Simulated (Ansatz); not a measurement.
# CCSD(T)/def2-SVP run of SiH2O2F2 (SMILES O[Si](O)(F)F)

What is the energy change on altering one bond length of SiH2O2F2 at CCSD(T)/def2-SVP? 

The calculation is run with Ansatz 0.2.0.

82 further runs of the same task are left out: 82 set aside as unsound or not needed.

### Step 1. The system as given

The species is SiH2O2F2 (7 atoms), meant as a singlet with charge 0. SMILES: `O[Si](O)(F)F`. The shape is that of a PBE0-D4/def2-TZVP optimisation. This is one conformer, not always the lowest.

Bond lengths: O1–Si2 1.609 Å, Si2–O3 1.609 Å, Si2–F4 1.583 Å, Si2–F5 1.583 Å, O1–H6 0.957 Å, O3–H7 0.957 Å. Angles: O1–Si2–O3 107.3°, O1–Si2–F4 112.2°, O1–Si2–F5 110.1°, O3–Si2–F4 110.1°, O3–Si2–F5 112.2°, F4–Si2–F5 104.9°, Si2–O1–H6 118.9°, Si2–O3–H7 118.9°.

### Step 2. A single-point energy at CCSD(T)/def2-SVP

File input.yaml:

```yaml
crystal:
  periodic: [false, false, false]
  atoms:
    - {symbol: O, position_ang: [-1.123000, 0.443800, 0.890500]}
    - {symbol: Si, position_ang: [-0.011100, -0.018100, -0.177300]}
    - {symbol: O, position_ang: [1.321200, -0.386600, 0.646700]}
    - {symbol: F, position_ang: [-0.483500, -1.262700, -1.033600]}
    - {symbol: F, position_ang: [0.238000, 1.131800, -1.236100]}
    - {symbol: H, position_ang: [-1.829300, 1.022300, 0.602200]}
    - {symbol: H, position_ang: [1.948900, -0.998500, 0.262000]}
basis:
  gaussian: {orbitals: def2-SVP}
scf: {omitted_lower_state_checks: [cluster_reference, increment]}
correlation: {method: ccsd_t, frozen_orbitals: {F: 1, H: 0, O: 1, Si: 5}}
accuracy: high
```

Command:

```bash
$ ansatz run input.yaml --threads 1 --pin off --max-ram 3480MiB --events-out events.jsonl --progress --plain --runs-dir runs
```

The program printed, shortened:

```text
Warning: RAYON_NUM_THREADS=1 ignored (pool sized by the plan → 1); use --threads N
Functional definition: HF
  name "HF"
[...]
1728 factors; integrals over basis functions are off by at most 3.3e-9 eV
[...]
mean field -17376.19869624 eV, -638.5635240762 hartree, gradient 1.5e-8 eV, S^2 0.000000; 0 other end points of the search recorded, 0 dependent functions left out
9 core orbitals not correlated: weight in the atoms' cores, before any rotation towards them, 1.000 or more for the frozen orbitals, at most 0.000 for the correlated occupied ones
reference -17376.19869624 eV, -638.5635240762 hartree; 16, 16 occupied and 59, 59 virtual orbitals, 1728 factors
second order -22.52371731 eV of doubles, -0.00000000 eV of singles
cycle   1  -22.43344097 eV  change    9.0e-2 eV  update   9.1e-2
[...]
cycle  19  -22.92834399 eV  change   -1.6e-9 eV  update   1.7e-9
perturbative correction -0.37653211 eV, -0.0138372996 hartree
Total energy: -17399.50357233 eV, -639.4199624760 hartree
Checks for a lower state left out: cluster_reference, increment
```

It took 13 s on 1 thread of Intel Xeon 6975P-C (Granite Rapids), shared host; peak memory 0.48 GiB.

### Step 3. The distorted shape at the same level

File input.yaml:

```yaml
crystal:
  periodic: [false, false, false]
  atoms:
    - {symbol: O, position_ang: [-0.911137, 0.270272, 0.976979]}
    - {symbol: Si, position_ang: [0.200763, -0.191628, -0.090821]}
    - {symbol: O, position_ang: [1.533063, -0.560128, 0.733179]}
    - {symbol: F, position_ang: [-0.271637, -1.436228, -0.947121]}
    - {symbol: F, position_ang: [0.449863, 0.958272, -1.149621]}
    - {symbol: H, position_ang: [-1.829300, 1.022300, 0.602200]}
    - {symbol: H, position_ang: [2.160763, -1.172028, 0.348479]}
basis:
  gaussian:
    orbitals: def2-SVP
correlation:
  method: ccsd_t
  frozen_orbitals: {F: 1, H: 0, O: 1, Si: 5}
accuracy: high
scf:
  omitted_lower_state_checks: [cluster_reference, increment]
```

Command:

```bash
$ ansatz run input.yaml --threads 1 --pin off --max-ram 3480MiB --events-out events.jsonl --progress --plain --runs-dir runs
```

The program printed, shortened:

```text
Warning: RAYON_NUM_THREADS=1 ignored (pool sized by the plan → 1); use --threads N
Functional definition: HF
  name "HF"
[...]
1729 factors; integrals over basis functions are off by at most 3.5e-9 eV
[...]
mean field -17374.68881919 eV, -638.5080371181 hartree, gradient 6.8e-8 eV, S^2 0.000000; 0 other end points of the search recorded, 0 dependent functions left out
9 core orbitals not correlated: weight in the atoms' cores, before any rotation towards them, 1.000 or more for the frozen orbitals, at most 0.000 for the correlated occupied ones
reference -17374.68881919 eV, -638.5080371181 hartree; 16, 16 occupied and 59, 59 virtual orbitals, 1729 factors
second order -22.78830334 eV of doubles, -0.00000000 eV of singles
cycle   1  -22.63113743 eV  change    1.6e-1 eV  update   9.6e-2
[...]
cycle  22  -23.18506813 eV  change    1.1e-9 eV  update   1.7e-9
perturbative correction -0.40326995 eV, -0.0148198972 hartree
Total energy: -17398.27715726 eV, -639.3748925536 hartree
Checks for a lower state left out: cluster_reference, increment
```

Run time: 15 s. Hardware: 1 thread of Intel Xeon 6975P-C (Granite Rapids), shared host; peak memory 0.48 GiB.

### Step 4. Outcome

At CCSD(T)/def2-SVP, 9 core orbitals frozen:

```
                                                         quantity          value
                                        first shape: total energy  -639.41996 Eh
         first shape: correlation energy (9 core orbitals frozen)     -856.4 mEh
                                      first shape: (T) correction     -13.84 mEh
                                       first shape: T1 diagnostic          0.011
                                    distorted shape: total energy  -639.37489 Eh
     distorted shape: correlation energy (9 core orbitals frozen)     -866.9 mEh
                                  distorted shape: (T) correction     -14.82 mEh
                                   distorted shape: T1 diagnostic          0.011
energy change with the O1–H6 bond stretched from 0.957 to 1.245 Å       1.226 eV
```

What this shows: With the O1–H6 bond stretched from 0.957 to 1.245 Å the energy rises by 1.23 eV (118 kJ/mol). The first shape isn't relaxed at this level, so the change isn't measured from a minimum. The triples (first shape) make up 1.6 % of the correlation energy. The triples (distorted shape) make up 1.7 % of the correlation energy.
